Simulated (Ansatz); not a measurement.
# C2H3F3Se: a ladder of functionals and wavefunction methods

One table from this session's results is given with a row withheld; the runs are named, their logs left out.

Program: Ansatz 0.2.0, Gaussian basis. Level of theory: functionals in def2-TZVPP, the program's frozen cores in correlated methods. These are calculated values, not measurements.

Plan: LDA (SPW92), PBE-D4, revPBE-D4, BLYP-D4, r2SCAN-D4, B97M-V, PBE0-D4, B3LYP-D4, r2SCANh-D4, r2SCAN0-D4, HSE06-D4, BHLYP-D4, CAM-B3LYP-D4, LC-ωPBE, ωB97X-V, ωB97M-V, B2PLYP, PBE-QIDH; CCSD(T)/def2-SVP; CCSD(T)/def2-TZVPP; MP2/def2-QZVPP; extrapolation to the limit; RPA on PBE.

### Structure used throughout

All runs share one geometry, relaxed beforehand with PBE0-D4 in a triple-zeta def2 set.

SMILES `C[Se]C(F)(F)F`, 9 atoms, charge 0, spin multiplicity 1.

Atoms are counted from 1 here; the program's logs count them from 0.

Bond lengths: C1–Se2 1.941 Å, C1–H7 1.089 Å, C1–H8 1.088 Å, C1–H9 1.088 Å, Se2–C3 1.952 Å, C3–F4 1.336 Å, C3–F5 1.331 Å, C3–F6 1.336 Å. Angles: Se2–C1–H7 105.8°, Se2–C1–H8 110.2°, Se2–C1–H9 110.2°, H7–C1–H8 109.6°, H7–C1–H9 109.6°, H8–C1–H9 111.3°, C1–Se2–C3 95.4°, Se2–C3–F4 112.6°, Se2–C3–F5 108.7°, Se2–C3–F6 112.6°, F4–C3–F5 108.0°, F4–C3–F6 106.7°, F5–C3–F6 108.0°.

The first run:

Input file in.yaml:

```yaml
crystal:
  periodic: [false, false, false]
  atoms:
    - {symbol: C, position_ang: [-0.293678, -1.171249, 0.841627]}
    - {symbol: Se, position_ang: [1.297726, -0.376832, 0.063964]}
    - {symbol: C, position_ang: [0.360620, 1.096955, -0.808731]}
    - {symbol: F, position_ang: [-0.543893, 0.675747, -1.696691]}
    - {symbol: F, position_ang: [1.251959, 1.847901, -1.452382]}
    - {symbol: F, position_ang: [-0.288624, 1.877651, 0.059084]}
    - {symbol: H, position_ang: [0.050953, -2.043638, 1.395240]}
    - {symbol: H, position_ang: [-0.978960, -1.483432, 0.056887]}
    - {symbol: H, position_ang: [-0.767704, -0.469404, 1.524002]}
basis:
  gaussian: {orbitals: def2-TZVPP}
hamiltonian: {xc: lda}
output: {orbitals: {seedname: orbitals}}
```

Steps of the session up to this table: LDA; PBE-D4 (GGA); revPBE-D4 (GGA); BLYP-D4 (GGA); r2SCAN-D4 (meta-GGA); B97M-V (meta-GGA); PBE0-D4 (hybrid); B3LYP-D4 (hybrid); r2SCANh-D4 (hybrid); r2SCAN0-D4 (hybrid); HSE06-D4 (hybrid); BHLYP-D4 (hybrid); CAM-B3LYP-D4 (range-separated); LC-ωPBE-D4 (range-separated; the results give it without D4); ωB97X-V (range-separated); ωB97M-V (range-separated); B2PLYP (double hybrid); PBE-QIDH (double hybrid).

One table of the session follows, with a row left open; its other results are not shown here.

It belongs to the step «Orbital energies across the functionals». 

| functional | HOMO (eV) | gap (eV) |
| --- | --- | --- |
| LDA (SPW92) | -5.99 | 4.42 |
| PBE-D4 | -5.82 | 4.49 |
| revPBE-D4 | -5.76 | 4.53 |
| BLYP-D4 | -5.68 | 4.42 |
| r2SCAN-D4 | -6.11 | 4.98 |
| B97M-V | -6.21 | 5.12 |
| PBE0-D4 | ? | ? |
| B3LYP-D4 | -6.85 | 6.13 |
| r2SCANh-D4 | -6.57 | 5.77 |
| r2SCAN0-D4 | -7.26 | 6.95 |
| HSE06-D4 | -6.67 | 5.85 |
| BHLYP-D4 | -8.19 | 8.64 |
| CAM-B3LYP-D4 | -8.44 | 9.01 |
| LC-ωPBE | -9.80 | 11.65 |
| ωB97X-V | -9.44 | 11.13 |
| ωB97M-V | -9.30 | 10.79 |

Estimate the missing values for PBE0-D4.

**Answer.** HOMO (eV): -7.07; gap (eV): 6.63. In the column «HOMO (eV)» it lies between r2SCAN0-D4 (-7.26) and B3LYP-D4 (-6.85).
